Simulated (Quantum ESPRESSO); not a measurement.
Crystal: Cu.

```
Cu
1.0
    -1.64000    1.64000    1.22500
     1.64000   -1.64000    1.22500
     1.64000    1.64000   -1.22500
Cu
1
Direct
  0.00000 0.00000 0.00000
```

The cell was built by a generator and needn't be a form met in nature.

Base run:

| Item | Value |
| --- | --- |
| Program | Quantum ESPRESSO 7.5 |
| Functional | PBEsol |
| Potentials or basis | GBRV 1.5 PBEsol |
| Cutoff | 762 eV |
| Density cutoff | 6095 eV |
| k mesh | 16 × 16 × 20 |
| Occupations | methfessel-paxton, width 0.1 eV |
| Spin | no spin polarisation |

Its results: band gap on the k mesh none (metal or under the smearing width); pressure -13.8 GPa.

**Question.** The run is repeated on the same cell with these changes: functional from PBEsol to LDA; potentials or basis from GBRV 1.5 PBEsol to GBRV 1.5 LDA. What comes out?

**Answer.** Band gap on the k mesh none (metal or under the smearing width); pressure -18.6 GPa.

Caveats: so large a pressure means that the cell lies far from this level's equilibrium, or that cutoff or potentials fall short (some runs).
